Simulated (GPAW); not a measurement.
Crystal: HfGe.

```
Hf Ge
1.0
     3.50084    0.00000    0.00000
     0.00000    3.50084    0.00000
     0.00000    0.00000    3.50084
Hf Ge
1 1
Cartesian
  0.0000 0.0000 0.0000
  1.7504 1.7504 1.7504
```

The cell was built by a generator and needn't be a form met in nature.

Base run:

```yaml
Program: GPAW 26.7.0
Functional: PBE
Potentials_or_basis: GPAW PAW data sets (gpaw-data 1.2.1)
Cutoff: 600 eV
Basis: pw
k_mesh: 8 × 8 × 8
Occupations: fermi-dirac, width 0.05 eV
Spin: no spin polarisation
```

Its results: band gap on the k mesh none (metal or under the smearing width); pressure -11.3 GPa.

Problem. The run is repeated on the same cell with these changes: cutoff from 600 eV to 450 eV; k mesh from 8 × 8 × 8 to 6 × 6 × 6. What comes out?

Solution. Band gap on the k mesh none (metal or under the smearing width); pressure -11.9 GPa.

Caveats: the cutoff is short for stress and forces, so pressures can be off by a GPa or more (some runs).

Not every run made on this cell is shown here.
